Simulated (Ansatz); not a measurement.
I need a ranking of structure types by relaxed energy of MgH2 on several prototypes. Use Ansatz 0.2.0 through its Python package. Level of theory (first run): PBEsol, PAW, cutoff 327 eV, 5×5×4 k-points, Fermi-Dirac smearing of 0.02 eV, D3BJATM dispersion.

`run_prototypes.py`
```python
import csv
import warnings

import ansatz as az
import numpy as np


def alb2(a_site, b_site, a):
    return (
        az.Lattice.from_parameters(a, a, 1.1 * a, alpha=90, beta=90, gamma=120)
        .space_group(191)
        .atom(a_site, (0, 0, 0))
        .atom(b_site, (1 / 3, 2 / 3, 0.5))
    )


def fluorite(first, second, a):
    return (
        az.Lattice.fcc(a)
        .space_group(225)
        .atom(first, (0, 0, 0))
        .atom(second, (0.25, 0.25, 0.25))
        .primitive()
    )


def rutile(first, second, a):
    return (
        az.Lattice.from_parameters(a, a, 0.65 * a, alpha=90, beta=90, gamma=90)
        .space_group(136)
        .atom(first, (0, 0, 0))
        .atom(second, (0.305, 0.305, 0))
    )


def ground_state(name, crystal):
    calc = (
        crystal.calculation()
        .scf(max_iterations=80)
        .functional("pbesol", dispersion="d3bjatm")
        .accuracy("low")
        .basis(24 * az.Ry, xc_grid=2)
        .kpoints(spacing=0.52)
        .occupations("fermi_dirac", width=0.02)
        .stress()
        .band_table()
    )
    calc = calc.relax(force_tolerance=0.01, max_steps=40, cell=True)
    return calc.run(threads=1)


def pressure_gpa(outcome):
    return float(np.trace(outcome.report["stress_gpa"]) / 3)


def gap_ev(outcome):
    # nan where the run reports no band edges: a metal, overlapping bands, or a gap that is small against the smearing
    edges = outcome.report.get("band_edges_ev")
    return edges[1] - edges[0] if edges else float("nan")


def volume_per_atom(outcome):
    return abs(np.linalg.det(outcome.lattice.cell_ang)) / len(outcome.lattice.sites)

warnings.simplefilter("ignore", az.DeckWarning)

phases = {}
phases["AlB2"] = alb2("Mg", "H", 3.0)
phases["fluorite"] = fluorite("Mg", "H", 4.76)
phases["rutile"] = rutile("Mg", "H", 4.48)

done = {}
for name, crystal in phases.items():
    done[name] = ground_state(name, crystal)
    print(f"{name}: {done[name].report['energy_sigma0_ev']:.4f} eV, {len(done[name].lattice.sites)} atoms")

energy = {name: o.report["energy_sigma0_ev"] / len(o.lattice.sites) for name, o in done.items()}
lowest = min(energy.values())
rows = [(name, len(o.lattice.sites), 1000 * (energy[name] - lowest), pressure_gpa(o), gap_ev(o), volume_per_atom(o)) for name, o in done.items()]
rows.sort(key=lambda row: row[2])
with open("prototypes.csv", "w", newline="") as handle:
    writer = csv.writer(handle)
    writer.writerow(["phase", "atoms", "dE (meV/atom)", "P (GPa)", "gap (eV)", "V (A^3/atom)"])
    writer.writerows([round(v, 4) if isinstance(v, float) else v for v in row] for row in rows)
print(open("prototypes.csv").read())
print("lowest in energy:", rows[0][0])
```

Running `python run_prototypes.py` prints:
```text
AlB2: -1942.6107 eV, 3 atoms
fluorite: -1943.9240 eV, 3 atoms
rutile: -3888.3404 eV, 6 atoms
phase,atoms,dE (meV/atom),P (GPa),gap (eV),V (A^3/atom)
rutile,6,0.0,0.0099,3.9943,9.779
fluorite,3,82.0531,-0.0146,nan,8.5835
AlB2,3,519.8238,-0.0292,nan,7.8573

lowest in energy: rutile
```

By space group at the end of each run: P4_2/mnm (+0 meV an atom, 9.8 Å³), Fm-3m (+82 meV an atom, 8.6 Å³) and P6/mmm (+520 meV an atom, 7.9 Å³).

The settings weren't tested for convergence. The cutoff lies under the one recommended for these potentials. Under the recommended cutoff a pressure can be off by several GPa, even in sign. Dispersion corrections can be off by several per cent in the lattices of metals, and by several GPa in the pressure at a fixed cell. For the metals among these phases the mesh is modest: differences between phases can be off by up to 40 meV an atom. Pressure is positive in compression. Gaps and levels are Kohn-Sham values on a finite set of k-points. The cells are built on prototypes, so most aren't the phase found in nature. Rows bear the name of their start, and a relaxation keeps or raises the symmetry. Differences under about 40 meV an atom lie within the error of mesh and functional. The script silences the warnings on its input, which a real study should read. It ran for 28 s on 1 thread of Arm Neoverse V1, with other jobs on the host, peak memory 0.35 GiB.
